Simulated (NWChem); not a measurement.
# A workflow on the pair SiH2S2···SOF2

We compute the energy (singlet SiH2S3OF2, B97-D/STO-3G), then the energy (singlet SiH2S2, B97-D/STO-3G), then a single-point energy (singlet SOF2, B97-D/STO-3G), then a single-point energy (singlet SiH2S2, B97-D/STO-3G), then a single-point energy (singlet SOF2, B97-D/STO-3G) of F2H2OS3Si and its partners. 

The calculation is run with NWChem 7.3.0.

### Step 1. The system as given

SiH2S3OF2: 9 atoms, total charge 0, spin state singlet. The two molecules were placed rigidly side by side, at 0.8 times their contact distance; the pair isn't optimised.

Bond lengths: S1–Si2 2.140 Å, Si2–S3 2.145 Å, O6–S7 1.419 Å, S7–F8 1.588 Å, S7–F9 1.588 Å, S1–H4 1.344 Å, S3–H5 1.346 Å. Angles: S1–Si2–S3 98.2°, O6–S7–F8 106.5°, O6–S7–F9 106.4°, F8–S7–F9 93.0°, Si2–S1–H4 94.8°, Si2–S3–H5 101.2°.

### Step 2. The energy at B97-D/STO-3G (run 1)

f2h2os3si.nw

```
start f2h2os3si
title "F2H2OS3Si"
memory total 2200 mb

geometry units angstrom noautosym nocenter noautoz
 S     -0.650700    -1.009060    -0.532920
 Si    -0.665200     0.983640     0.246080
 S      1.416500     1.132040     0.742480
 H     -1.964700    -1.027460    -0.816820
 H      1.864100    -0.079160     0.361180
 O     -2.984050    -3.623730    -3.600670
 S     -2.639540    -2.359870    -3.055350
 F     -3.564180    -2.152610    -1.781200
 F     -3.425320    -1.273690    -3.906350
end

basis spherical bse
 * library STO-3G
end

dft
 xc becke97-d
 grid fine
 convergence energy 1e-08
 iterations 100
 mulliken
 noprint "final vectors analysis"
end

task dft energy
```

The run is started by

```console
$ nwchem f2h2os3si.nw > f2h2os3si.out
```

Log:

```text
[...]
          Wavefunction type:  closed shell.
          No. of atoms     :     9
          No. of electrons :    90
[...]
          Charge           :     0
          Spin multiplicity:     1
[...]
          AO basis - number of functions:    53
[...]
              XC Information
              --------------
                   Becke 97-D Method XC Functional
                  Becke 1997-D Exchange Functional  1.000
                Becke 1997-D Correlation Potential  1.000
[...]
 d= 0,ls=0.0,diis     1  -1739.0676935442 -2.32D+03  9.86D-02  1.80D+00     0.8
[...]
 d= 0,ls=0.5,diis    34  -1739.4591701688 -8.97D-09  3.32D-06  8.73D-09    17.8
[...]
         Total DFT energy =    -1739.459170174467
      One electron energy =    -3586.827034750555
           Coulomb energy =     1391.665931271944
    Exchange-Corr. energy =     -129.127987973026
 Nuclear repulsion energy =      584.836869684351
    Dispersion correction =       -0.006948407181
[...]
      Total Density - Mulliken Population Analysis
     ---------------------------------------------
    Atom       Charge   Shell Charges
 -----------   ------   -------------------------------------------------------
    1 S   16    16.11   2.00  2.00  5.96  1.91  4.25
    2 Si  14    13.79   2.00  2.00  5.87  1.88  2.04
    3 S   16    16.08   2.00  2.00  5.96  1.91  4.22
    4 H    1     1.02   1.02
    5 H    1     1.01   1.01
    6 O    8     8.43   2.00  1.96  4.47
    7 S   16    15.16   2.00  1.99  5.95  1.76  3.45
    8 F    9     9.19   2.00  1.98  5.22
    9 F    9     9.20   2.00  1.98  5.22
[...]
```

It took 19 s on 1 thread of Intel Xeon 6975P-C (Granite Rapids), shared host; peak memory 0.13 GiB.

### Step 3. SiH2S2: a single-point energy at B97-D/STO-3G (run 2)

h2s2si.nw

```
START h2s2si
memory stack 880 mb heap 220 mb global 1100 mb
charge 0

GEOMETRY units angstroms noautosym nocenter noautoz
  S     -0.650700    -1.009060    -0.532920
  Si    -0.665200     0.983640     0.246080
  S      1.416500     1.132040     0.742480
  H     -1.964700    -1.027460    -0.816820
  H      1.864100    -0.079160     0.361180
END

BASIS spherical bse
  * library STO-3G
END

DFT
  xc becke97-d
  grid fine
  convergence energy 1e-08
  maxiter 100
  mulliken
  print low
END

TASK dft energy
```

The run is started by

```console
$ nwchem h2s2si.nw > h2s2si.out
```

Log:

```text
[...]
 d= 0,ls=0.0,diis     1  -1074.8887476141 -1.25D+03  9.32D-02  3.40D-01     0.3
[...]
 d= 0,ls=0.0,diis    10  -1074.9709597887 -1.54D-09  9.06D-07  7.92D-11     2.3
         Total DFT energy =    -1074.970959788732
      One electron energy =    -1845.909870243872
           Coulomb energy =      668.685962564395
    Exchange-Corr. energy =      -73.442716948321
 Nuclear repulsion energy =      175.698386618804
    Dispersion correction =       -0.002721779738
[...]
      Total Density - Mulliken Population Analysis
     ---------------------------------------------
    Atom       Charge   Shell Charges
 -----------   ------   -------------------------------------------------------
    1 S   16    16.09   2.00  2.00  5.96  1.91  4.23
    2 Si  14    13.79   2.00  2.00  5.87  1.88  2.04
    3 S   16    16.09   2.00  2.00  5.96  1.91  4.23
    4 H    1     1.01   1.01
    5 H    1     1.01   1.01
[...]
```

Wall time 2.8 s (1 thread of Intel Xeon 6975P-C (Granite Rapids), shared host); peak memory 0.12 GiB.

### Step 4. SOF2: a single-point energy at B97-D/STO-3G (run 3)

struct.nw

```
start struct
memory 2200 mb
geometry units au noautosym nocenter noautoz
  O   -5.63903724  -6.84785725  -6.80428017
  S   -4.98800769  -4.45950799  -5.77377471
  F   -6.73532406  -4.06784335  -3.36598017
  F   -6.47291669  -2.40692527  -7.38193165
end
basis spherical bse
  * library STO-3G
end
dft
  xc becke97-d
  grid fine
  convergence energy 1e-08
  iterations 100
  mulliken
  print low
end
task dft energy
```

The run is started by

```console
$ nwchem struct.nw > struct.out
```

Log:

```text
[...]
 d= 0,ls=0.0,diis     1   -664.1762959194 -8.58D+02  1.78D-01  1.46D+00     0.2
[...]
 d= 0,ls=0.0,diis    11   -664.4862408981 -5.95D-10  7.03D-07  1.84D-10     1.4
         Total DFT energy =     -664.486240898057
      One electron energy =    -1311.018750020690
           Coulomb energy =      508.292720343575
    Exchange-Corr. energy =      -55.688905717553
 Nuclear repulsion energy =      193.929529811655
    Dispersion correction =       -0.000835315044
[...]
      Total Density - Mulliken Population Analysis
     ---------------------------------------------
    Atom       Charge   Shell Charges
 -----------   ------   -------------------------------------------------------
    1 O    8     8.44   2.00  1.96  4.48
    2 S   16    15.17   2.00  1.99  5.95  1.76  3.46
    3 F    9     9.20   2.00  1.98  5.22
    4 F    9     9.20   2.00  1.98  5.22
[...]
```

Wall time 1.9 s (1 thread of Intel Xeon 6975P-C (Granite Rapids), shared host); peak memory 0.12 GiB.

### Step 5. SiH2S2 among ghost functions: a single-point energy at B97-D/STO-3G (with ghost functions) (run 4)

h2s2si.nw

```
start h2s2si
title "H2S2Si B97-D"
memory 2200 mb

geometry units angstroms noautosym nocenter noautoz
S    -0.650700   -1.009060   -0.532920
Si   -0.665200    0.983640    0.246080
S     1.416500    1.132040    0.742480
H    -1.964700   -1.027460   -0.816820
H     1.864100   -0.079160    0.361180
bqO     -2.984050    -3.623730    -3.600670
bqS     -2.639540    -2.359870    -3.055350
bqF     -3.564180    -2.152610    -1.781200
bqF     -3.425320    -1.273690    -3.906350
end

basis spherical bse
S library STO-3G
Si library STO-3G
H library STO-3G
bqO library O STO-3G
bqS library S STO-3G
bqF library F STO-3G
end

dft
xc becke97-d
grid fine
convergence energy 1e-08
maxiter 100
mulliken
print low
end

task dft energy
```

The run is started by

```console
$ nwchem h2s2si.nw > h2s2si.out
```

Log:

```text
[...]
 d= 0,ls=0.0,diis     1  -1074.8893520099 -1.25D+03  5.10D-02  3.39D-01     0.7
[...]
 d= 0,ls=0.0,diis    10  -1074.9715025190 -1.55D-09  5.17D-07  9.11D-11     5.0
         Total DFT energy =    -1074.971502518955
      One electron energy =    -1845.888992419308
           Coulomb energy =      668.663250810599
    Exchange-Corr. energy =      -73.441425749311
 Nuclear repulsion energy =      175.698386618804
    Dispersion correction =       -0.002721779738
[...]
      Total Density - Mulliken Population Analysis
     ---------------------------------------------
    Atom       Charge   Shell Charges
 -----------   ------   -------------------------------------------------------
    1 S   16    16.09   2.00  2.00  5.96  1.91  4.23
    2 Si  14    13.79   2.00  2.00  5.87  1.88  2.04
    3 S   16    16.09   2.00  2.00  5.96  1.91  4.23
    4 H    1     1.01   1.01
    5 H    1     1.01   1.01
    6 X    0     0.00   0.00  0.00  0.00
    7 X    0     0.00   0.00  0.00 -0.00  0.00  0.00
    8 X    0     0.00   0.00  0.00  0.00
    9 X    0     0.00   0.00  0.00  0.00
[...]
```

Run time: 5.7 s. Hardware: 1 thread of Intel Xeon 6975P-C (Granite Rapids), shared host; peak memory 0.13 GiB.

### Step 6. SOF2 among ghost functions: a single-point energy at B97-D/STO-3G (with ghost functions) (run 5)

f2os.nw

```
start f2os
title "F2OS energy"
memory 2200 mb

geometry units angstroms noautosym nocenter noautoz
 O     -2.984050    -3.623730    -3.600670
 S     -2.639540    -2.359870    -3.055350
 F     -3.564180    -2.152610    -1.781200
 F     -3.425320    -1.273690    -3.906350
 bqS     -0.650700    -1.009060    -0.532920
 bqSi    -0.665200     0.983640     0.246080
 bqS      1.416500     1.132040     0.742480
 bqH     -1.964700    -1.027460    -0.816820
 bqH      1.864100    -0.079160     0.361180
end

basis "ao basis" spherical bse
 O library STO-3G
 S library STO-3G
 F library STO-3G
 bqS library S STO-3G
 bqSi library Si STO-3G
 bqH library H STO-3G
end

dft
 xc becke97-d
 grid fine
 convergence energy 1e-08
 maxiter 100
 mulliken
 print low
end

task dft energy
```

The run is started by

```console
$ nwchem f2os.nw > f2os.out
```

Log:

```text
[...]
 d= 0,ls=0.0,diis     1   -664.1793828367 -8.58D+02  8.07D-02  1.47D+00     0.6
[...]
 d= 0,ls=0.0,diis    12   -664.4895288027 -2.99D-10  5.52D-08  5.95D-12     5.5
         Total DFT energy =     -664.489528802749
      One electron energy =    -1310.941145757049
           Coulomb energy =      508.204154707489
    Exchange-Corr. energy =      -55.681246468254
 Nuclear repulsion energy =      193.929544029531
    Dispersion correction =       -0.000835314467
[...]
      Total Density - Mulliken Population Analysis
     ---------------------------------------------
    Atom       Charge   Shell Charges
 -----------   ------   -------------------------------------------------------
    1 O    8     8.44   2.00  1.96  4.48
    2 S   16    15.16   2.00  1.99  5.95  1.76  3.46
    3 F    9     9.20   2.00  1.98  5.22
    4 F    9     9.20   2.00  1.98  5.22
    5 X    0     0.00   0.00  0.00 -0.00  0.00  0.00
    6 X    0     0.00   0.00  0.00 -0.00  0.00  0.00
    7 X    0     0.00   0.00  0.00 -0.00  0.00  0.00
    8 X    0     0.01   0.01
    9 X    0     0.00   0.00
[...]
```

Wall time 6.3 s (1 thread of Intel Xeon 6975P-C (Granite Rapids), shared host); peak memory 0.13 GiB.

### Step 7. Summary of results

```
                                                                                                                  quantity           value
                                                                                         run 1, B97-D/STO-3G: total energy  -1739.45917 Eh
                                                                                        run 1, B97-D/STO-3G: dipole moment          0.51 D
                                                                                    run 1, B97-D/STO-3G: dispersion energy   -18.24 kJ/mol
                                                                                                      SiH2S2: total energy  -1074.97096 Eh
                                                                                                 SiH2S2: dispersion energy    -7.15 kJ/mol
                                                                                                        SOF2: total energy   -664.48624 Eh
                                                                                                   SOF2: dispersion energy    -2.19 kJ/mol
                                                                                SiH2S2 among ghost functions: total energy  -1074.97150 Eh
                                                                           SiH2S2 among ghost functions: dispersion energy    -7.15 kJ/mol
                                                                                  SOF2 among ghost functions: total energy   -664.48953 Eh
                                                                             SOF2 among ghost functions: dispersion energy    -2.19 kJ/mol
              interaction energy of the rigid parts SiH2S2 and SOF2 (parts in their own basis; closest atoms 2.18 Å apart)       -0.054 eV
interaction energy of the rigid parts SiH2S2 and SOF2 (parts in the whole basis, counterpoise; closest atoms 2.18 Å apart)        0.051 eV
```

What this shows: The interaction energy of the rigid parts SiH2S2 and SOF2 (parts in their own basis; closest atoms 2.18 Å apart) is −0.05 eV (−1.2 kcal/mol). Without counterpoise this holds the superposition error of the basis. The interaction energy of the rigid parts SiH2S2 and SOF2 (parts in the whole basis, counterpoise; closest atoms 2.18 Å apart) is 0.05 eV (4.9 kJ/mol): the parts repel at this shape. The basis-set superposition error is 10.1 kJ/mol. It is larger than the uncorrected attraction, which is thus an artefact of the basis.
